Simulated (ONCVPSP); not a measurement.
**Samarium: generating and testing an ONCV potential**

Do these settings give a usable potential? It is generated, then checked for transferability, scattering, ghosts and hardness.

The numbers are computed with ONCVPSP 4.0.1 (PBE, scalar-relativistic, spin-unpolarised reference atom).

### Step 1. Starting point

The settings as typed:

```json
{
  "element": "samarium (Sm, Z = 62)",
  "type": "optimised norm-conserving Vanderbilt (ONCV)",
  "frozen core": "[Kr] 4d10",
  "valence charge": "16",
  "reference configuration": "4f6 5s2 5p6 6s2",
  "partial waves": "5s+6s: rc 1.95 bohr, ncon 4, nbas 8, qcut 6.6 1/bohr, 2 projectors; 5p: rc 2.05 bohr, ncon 3, nbas 6, qcut 8.3 1/bohr, 2 projectors, debl 3.3 Ha; d scattering state at 0.06 Ha: rc 2.00 bohr, ncon 4, nbas 7, qcut 4.3 1/bohr, 1 projector; 4f: rc 1.45 bohr, ncon 3, nbas 8, qcut 10.1 1/bohr, 2 projectors, debl 2.6 Ha",
  "local potential": "polynomial inside 0.95 bohr (lpopt 5, dvloc0 0 Ha)",
  "core correction": "Teter function fitted to the true core (icmod 2), fcfact 0.25"
}
```

An earlier all-electron run gives the scale for the radii.

All-electron outer shells of the reference configuration (PBE, scalar-relativistic, ld1.x):

```
shell  level (eV)  outermost node (bohr)  outermost maximum (bohr)
   5s      -43.27                   0.69                      1.27
   5p      -23.23                   0.73                      1.43
   6s       -3.58                   1.70                      3.66
   4f       -2.47                      –                      0.61
   5d       -1.68                   0.84                      2.17
   6p       -1.21                   2.06                      4.94
```

### Step 2. Generating the potential

Contents of Sm.dat:

```
# ATOM AND REFERENCE CONFIGURATION
# atsym  z   nc   nv     iexc    psfile
  Sm 62.00    9    4        4      upf
#
#   n    l    f
    1    0    2.00
    2    0    2.00
    2    1    6.00
    3    0    2.00
    3    1    6.00
    3    2   10.00
    4    0    2.00
    4    1    6.00
    4    2   10.00
    4    3    6.00
    5    0    2.00
    5    1    6.00
    6    0    2.00
#
# PSEUDOPOTENTIAL AND OPTIMIZATION
# lmax
    3
#
#   l,   rc,      ep,       ncon, nbas, qcut
    0    1.95    0.00    4    8    6.60
    1    2.05    0.00    3    6    8.30
    2    2.00    0.06    4    7    4.30
    3    1.45    0.00    3    8   10.10
#
# LOCAL POTENTIAL
# lloc, lpopt,  rc(5),   dvloc0
    4    5    0.95    0.00
#
# VANDERBILT-KLEINMAN-BYLANDER PROJECTORs
# l, nproj, debl
    0    2    2.90
    1    2    3.30
    2    1    3.80
    3    2    2.60
#
# MODEL CORE CHARGE
# icmod, fcfact, rcfact
    2    0.25    0.90
#
# LOG DERIVATIVE ANALYSIS
# epsh1, epsh2, depsh
   -3.00    5.00    0.02
#
# OUTPUT GRID
# rlmax, drl
    6.00    0.01
#
# TEST CONFIGURATIONS
# ncnf
    4
# nvcnf
#   n    l    f
    4
    4    3    6.00
    5    0    2.00
    5    1    6.00
    6    0    1.00
#
    4
    4    3    6.00
    5    0    2.00
    5    1    6.00
    6    0    0.00
#
    4
    4    3    5.00
    5    0    2.00
    5    1    6.00
    6    0    0.00
#
    5
    4    3    6.00
    5    0    2.00
    5    1    6.00
    6    0    0.00
    6    1    2.00
#
```

Launch:

```console
oncvpsp.x < Sm.dat > Sm.out
```

What does the calculation give? Wanted: cutoffs for 1 and 0.1 mHa per electron, occupied waves; bound ghosts; GHOST(+) flags; largest phase difference near zero energy, channels read; rms error of d²Exc/dn², without and with the model core; projector energies reset by the program.

**Answer**, as computed:

| quantity | value |
| --- | --- |
| cutoffs for 1 and 0.1 mHa per electron, occupied waves | 48 Ha and 138 Ha |
| bound ghosts | s at -308.43 eV |
| GHOST(+) flags | p at 43 eV, d at 52 eV |
| largest phase difference near zero energy, channels read | 0.009 rad |
| rms error of d²Exc/dn², without and with the model core | 6.92 and 2.70 mHa |
| projector energies reset by the program | d: 0.050 Ha |

**Reading.** A bound ghost (s) makes it unfit for use: electrons can fall into a state that the atom doesn't have. It counts as hard, with 48 Ha needed at the looser tolerance. The tighter tolerance needs 138 Ha, and converged work needs a cutoff nearer that. At the looser tolerance the 4f wave is the slowest; 5p needs 17 Ha. Near zero energy the phases of the channels with partial waves agree within 0.009 rad. The program also flags highly localised states, GHOST(+) (p, d).
